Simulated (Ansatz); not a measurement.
**BClH6NSi2 radical: up Jacob's ladder to CCSD(T)**

How much do the methods differ for BClH6NSi2 radical? The plan is to run it at one geometry with functionals of several rungs and with coupled cluster. The yardstick is the atomisation energy at the CCSD(T) limit.

Computed with Ansatz 0.2.0, Gaussian basis. Level: functionals in def2-TZVPP, the program's frozen cores in correlated methods.

The runs, in order: LDA (SPW92), PBE-D4, revPBE-D4, BLYP-D4, r2SCAN-D4, B97M-V, PBE0-D4, B3LYP-D4, r2SCANh-D4, r2SCAN0-D4, HSE06-D4, BHLYP-D4, CAM-B3LYP-D4, LC-ωPBE, ωB97X-V, ωB97M-V, B2PLYP, PBE-QIDH; CCSD(T)/def2-SVP; CCSD(T)/def2-TZVPP; MP2/def2-QZVPP; extrapolation to the limit; RPA on PBE.

## (1) The geometry

All runs share one geometry, relaxed beforehand with PBE0-D4 in a triple-zeta def2 set.

SMILES `BN([SiH2])[SiH2]Cl`, 11 atoms, charge 0, spin multiplicity 2.

Atoms are counted from 1 here; the program's logs count them from 0.

Bond lengths: B1–N2 1.416 Å, B1–H6 1.198 Å, B1–H7 1.199 Å, N2–Si3 1.759 Å, N2–Si4 1.739 Å, Si3–H8 1.490 Å, Si3–H9 1.487 Å, Si4–Cl5 2.052 Å, Si4–H10 1.475 Å, Si4–H11 1.480 Å. Angles: N2–B1–H6 119.8°, N2–B1–H7 119.3°, H6–B1–H7 120.9°, B1–N2–Si3 119.2°, B1–N2–Si4 120.2°, Si3–N2–Si4 120.5°, N2–Si3–H8 107.7°, N2–Si3–H9 109.7°, H8–Si3–H9 111.4°, N2–Si4–Cl5 110.3°, N2–Si4–H10 109.5°, N2–Si4–H11 109.1°, Cl5–Si4–H10 108.3°, Cl5–Si4–H11 106.9°, H10–Si4–H11 112.6°.

## (2) LDA

This LDA is Slater exchange with PW92 correlation.

in.yaml

```yaml
crystal:
  periodic: [false, false, false]
  atoms:
    - {symbol: B, position_ang: [0.604909, 1.191530, 0.969154]}
    - {symbol: N, position_ang: [0.213284, 0.025655, 0.267692]}
    - {symbol: Si, position_ang: [-0.204713, -1.422559, 1.174720]}
    - {symbol: Si, position_ang: [0.141157, 0.031544, -1.470225]}
    - {symbol: Cl, position_ang: [-1.796545, 0.268517, -2.101959]}
    - {symbol: H, position_ang: [0.878206, 2.187855, 0.363490]}
    - {symbol: H, position_ang: [0.661101, 1.164536, 2.166618]}
    - {symbol: H, position_ang: [-0.955252, -2.329647, 0.261500]}
    - {symbol: H, position_ang: [-1.020135, -1.051758, 2.361610]}
    - {symbol: H, position_ang: [0.940600, 1.156103, -1.992590]}
    - {symbol: H, position_ang: [0.602888, -1.278777, -1.979413]}
basis:
  gaussian: {orbitals: def2-TZVPP}
magnetization: {spin_polarized: true, initial_magnetization: 1}
hamiltonian: {xc: lda}
output: {orbitals: {seedname: orbitals}}
```

The run is started by

```sh
$ ansatz run in.yaml --threads 2 --pin off --events-out ev --progress --plain --max-ram 32768MiB --backend cuda --devices 0, --max-vram 18GiB
```

The runs that follow: PBE-D4 (GGA); revPBE-D4 (GGA); BLYP-D4 (GGA); r2SCAN-D4 (meta-GGA); B97M-V (meta-GGA); B3LYP-D4 (hybrid); r2SCANh-D4 (hybrid); r2SCAN0-D4 (hybrid); HSE06-D4 (hybrid); BHLYP-D4 (hybrid); CAM-B3LYP-D4 (range-separated); LC-ωPBE (range-separated); ωB97X-V (range-separated); ωB97M-V (range-separated); B2PLYP (double hybrid); PBE-QIDH (double hybrid); CCSD(T) in def2-SVP; CCSD(T) in def2-TZVPP; MP2 in def2-QZVPP; RPA on PBE orbitals.

Q: Predict the results of all the runs planned. Wanted: atomisation energy, CCSD(T)/CBS; farthest beyond LDA; mean size of error, GGA; mean size of error, meta-GGA; mean size of error, hybrid; mean size of error, range-separated; mean size of error, double hybrid; gap, smallest and largest; T1 diagnostic.

**Answer**, as computed:

| quantity | value |
| --- | --- |
| atomisation energy, CCSD(T)/CBS | 37.381 eV |
| functionals within 0.187 eV (0.5 %) | BLYP-D4, PBE0-D4, r2SCANh-D4, r2SCAN0-D4, HSE06-D4 |
| farthest beyond LDA | revPBE-D4 (-0.440 eV) |
| mean size of error, GGA | 0.254 eV |
| mean size of error, meta-GGA | 0.265 eV |
| mean size of error, hybrid | 0.149 eV |
| mean size of error, range-separated | 0.298 eV |
| mean size of error, double hybrid | 0.291 eV |
| gap, smallest and largest | 1.19 eV (LDA (SPW92)), 8.65 eV (LC-ωPBE) |
| T1 diagnostic | 0.0136 |
| triples share of the correlation energy | 3.9 % |

In words: LDA overbinds by 4.526 eV (12 %). PBE-D4 misses by +0.239 eV. Double hybrids carry the basis error of their MP2 part in triple zeta, and no dispersion term here, so their miss is partly the set-up's. Taken by rung, hybrid functionals do best (0.149 eV on average) and range-separated ones worst beyond LDA (0.298 eV). double hybrid functionals lie within the reference's doubt of that worst mean (0.291 eV), so those two tie. Misses under about 0.187 eV are within the doubt on the reference itself, which lacks core-valence correlation, relativity and higher excitations. Hartree-Fock recovers 76 % of the binding; the rest is correlation. CCSD(T) in def2-SVP is off by -2.623 eV, worse than the median functional, from the basis alone. The gap grows from 1.2 to 8.7 eV across the functionals, mostly with the share of exact exchange.
